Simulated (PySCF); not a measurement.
# One shape, several levels: VHCl2O2 (SMILES [O]=[V]([OH])([Cl])[Cl])

We compute a comparison of 5 runs (HF/3-21G, M06-2X/STO-3G, B3LYP/6-31G*, BP86/pcseg-1) of VHCl2O2. Input form: a Python script.

Program for the calculation: PySCF 2.14.0.

## Step 1: The system as given

VHCl2O2: 6 atoms, total charge 0, spin state singlet. SMILES: `[O]=[V]([OH])([Cl])[Cl]`. The coordinates come from a PBE0-D4/def2-TZVP relaxation. This is one conformer, not always the lowest.

Bond lengths: O1–V2 1.544 Å, V2–O3 1.737 Å, V2–Cl4 2.143 Å, V2–Cl5 2.143 Å, O3–H6 0.963 Å. Angles: O1–V2–O3 108.4°, O1–V2–Cl4 108.6°, O1–V2–Cl5 108.6°, O3–V2–Cl4 110.2°, O3–V2–Cl5 110.2°, Cl4–V2–Cl5 110.8°, V2–O3–H6 122.9°.

## Step 2: Energy and gradient at HF/3-21G (run 1)

Contents of run.py:

```python
# [O]=[V]([OH])([Cl])[Cl]
import pyscf.grad
from pyscf import gto

molecule = gto.M(
    atom=[
    ('O', (-1.255600, 0.097700, 1.020500)),
    ('V', (-0.268500, 0.117800, -0.166200)),
    ('O', (1.258700, -0.503500, 0.381200)),
    ('Cl', (-1.054400, -1.119700, -1.729800)),
    ('Cl', (-0.047700, 2.141200, -0.837600)),
    ('H', (1.409500, -0.797400, 1.285700)),
],
    max_memory=1860,
    verbose=4,
    basis='3-21g',
    charge=0,
)

hf = molecule.RHF()
hf.conv_tol = 1e-10
hf.kernel()
if not hf.converged:
    hf = hf.newton().run(hf.mo_coeff, hf.mo_occ)

e_final = hf.e_tot
print('E(%s) = %.9f' % ('HF', e_final))
grad = hf.Gradients().kernel()
hf.analyze()
```

The run is started by

```sh
$ OMP_NUM_THREADS=1 python run.py
```

The log of the run:

```text
PySCF version 2.14.0

[... 101 lines left out ...]
MO #3   energy= -104.130917980144  occ= 2
[... 13 lines left out ...]
MO #17  energy= -7.98424191117903  occ= 2
[... 13 lines left out ...]
MO #31  energy= -0.587551517683851 occ= 2
[... 13 lines left out ...]
MO #45  energy= 0.0885171585466487 occ= 0
[... 13 lines left out ...]
MO #59  energy= 1.02316521684834   occ= 0
[... 13 lines left out ...]
MO #73  energy= 3.19489701490886   occ= 0
[... 82 lines left out ...]
Dipole moment(X, Y, Z, Debye):  1.54786, -1.36521,  3.24626
```

It took 9.3 s on 1 thread of Intel Xeon at 2.50GHz (Skylake/Cascade Lake), shared host; peak memory 0.15 GiB.

## Step 3: Energy and gradient at M06-2X/STO-3G (run 2)

Contents of input.py:

```python
import pyscf.grad
from pyscf import gto, dft

mol = gto.M(
    atom='''
O   -1.255600   0.097700   1.020500
V   -0.268500   0.117800  -0.166200
O    1.258700  -0.503500   0.381200
Cl  -1.054400  -1.119700  -1.729800
Cl  -0.047700   2.141200  -0.837600
H    1.409500  -0.797400   1.285700
''',
    basis='sto-3g',
    charge=0,
    max_memory=1860,
    verbose=3,
)

calc0 = dft.RKS(mol, xc='m06-2x')
calc0.grids.level = 5
calc0.conv_tol = 1e-10
calc0.kernel()
if not calc0.converged:
    calc0 = calc0.newton().run(calc0.mo_coeff, calc0.mo_occ)

e_final = calc0.e_tot
print('E = %.10f Eh' % e_final)
grad = calc0.Gradients().kernel()
dip = calc0.dip_moment()
pop, q = calc0.mulliken_pop()
```

The run is started by

```sh
$ OMP_NUM_THREADS=1 python input.py
```

The log of the run:

```text
converged SCF energy = -1993.86203384472
[... 10 lines left out ...]
Dipole moment(X, Y, Z, Debye):  1.69875, -1.39267,  3.17533
[... 54 lines left out ...]
charge of    5H =      0.25311
```

Wall time 44 s (1 thread of Intel Xeon at 2.50GHz (Skylake/Cascade Lake), shared host); peak memory 0.5 GiB.

Run 3 isn't shown in full; the table further down has it.

## Step 4: Energy and forces at BP86/pcseg-1 (run 4)

Contents of calc.py:

```python
import pyscf.grad
from pyscf import gto, dft

mol = gto.M(
    atom='''
O   -1.255600   0.097700   1.020500
V   -0.268500   0.117800  -0.166200
O    1.258700  -0.503500   0.381200
Cl  -1.054400  -1.119700  -1.729800
Cl  -0.047700   2.141200  -0.837600
H    1.409500  -0.797400   1.285700
''',
    max_memory=1860,
    basis='pcseg-1',
    charge=0,
    verbose=3,
)

myscf = dft.RKS(mol)
myscf.xc = 'bp86'
myscf.grids.level = 5
myscf.conv_tol = 1e-10
myscf.kernel()
if not myscf.converged:
    myscf = myscf.newton().run(myscf.mo_coeff, myscf.mo_occ)

energy = myscf.e_tot
print('Final energy', energy)
grad = myscf.Gradients().kernel()
dip = myscf.dip_moment()
pop, q = myscf.mulliken_pop()
```

The run is started by

```sh
$ OMP_NUM_THREADS=1 python calc.py
```

The log of the run:

```text
converged SCF energy = -2015.75196630008
Final energy -2015.751966300077
[... 9 lines left out ...]
Dipole moment(X, Y, Z, Debye):  1.44945, -0.86569,  1.53077
[... 107 lines left out ...]
charge of    5H =      0.26372
```

Wall time 1.9 min (1 thread of Intel Xeon at 2.50GHz (Skylake/Cascade Lake), shared host); peak memory 0.99 GiB.

## Step 5: Energy and gradient at B3LYP/6-31G(d) (Cartesian functions) (run 5)

Contents of job.py:

```python
import pyscf.grad
from pyscf import gto, dft

mol = gto.Mole()
mol.atom = '''
O     -2.372740     0.184626     1.928466
V     -0.507391     0.222610    -0.314072
O      2.378598    -0.951477     0.720364
Cl    -1.992527    -2.115926    -3.268848
Cl    -0.090140     4.046282    -1.582835
H      2.663569    -1.506868     2.429621
'''
mol.spin = 0
mol.unit = 'bohr'
mol.max_memory = 1860
mol.cart = True
mol.basis = '6-31g*'
mol.verbose = 4
mol.charge = 0
mol.build()

ks = dft.RKS(mol, xc='b3lyp')
ks.conv_tol = 1e-10
ks.grids.level = 5
ks.kernel()
if not ks.converged:
    ks = ks.newton().run(ks.mo_coeff, ks.mo_occ)

etot = ks.e_tot
print('Final energy', etot)
grad = ks.Gradients().kernel()
dip = ks.dip_moment()
pop, q = ks.mulliken_pop()
```

The run is started by

```sh
$ OMP_NUM_THREADS=1 python job.py
```

The log of the run:

```text
PySCF version 2.14.0

[... 81 lines left out ...]
converged SCF energy = -2015.58510252885
Final energy -2015.585102528847
[... 13 lines left out ...]
Dipole moment(X, Y, Z, Debye):  1.49775, -0.99200,  1.93836
[... 116 lines left out ...]
charge of    5H =      0.45950
```

Wall time 1.9 min (1 thread of Intel Xeon at 2.50GHz (Skylake/Cascade Lake), shared host); peak memory 1.1 GiB.

## Step 6: Overview of the runs

| run | level | integration grid | Cartesian functions | energy (Eh) | dipole moment (D) | HOMO energy (eV) | LUMO energy (eV) | wall time |
| --- | --- | --- | --- | --- | --- | --- | --- | --- |
| 1 | HF/3-21G | – | no | -2002.403369 | 3.85 | -12.92 | -0.78 | 9.3 s |
| 2 | M06-2X/STO-3G | 5 | no | -1993.862034 | 3.86 | -8.33 | 1.29 | 44 s |
| 3 | B3LYP/6-31G* (spherical functions) | 5 | no | -2015.562530 | 2.66 | -9.03 | -4.06 | 87 s |
| 4 | BP86/pcseg-1 | 5 | no | -2015.751966 | 2.28 | -8.17 | -4.90 | 1.9 min |
| 5 | B3LYP/6-31G* (Cartesian functions) | 5 | yes | -2015.585103 | 2.64 | -9.01 | -3.92 | 1.9 min |

## Step 7: Summary of results

| quantity | value |
| --- | --- |
| run 5: total energy | -2015.58510 Eh |
| run 5: dipole moment | 2.64 D |
| run 5: HOMO energy | -9.01 eV |
| run 5: LUMO energy | -3.92 eV |
| run 5: HOMO–LUMO gap | 5.08 eV |
| run 5: largest force on an atom | 0.812 eV/Å |

What this shows: The dipole moment (its size) runs from 2.28 D (BP86/pcseg-1) to 3.86 D (M06-2X/STO-3G). The two ends differ in method and basis. The HOMO–LUMO gap runs from 3.27 eV (BP86/pcseg-1) to 12.14 eV (HF/3-21G). Totals of different functionals can't be ranked against each other. In run 2 the basis is minimal, so the values are rough. All runs together took 6.1 min, the longest 1.9 min.
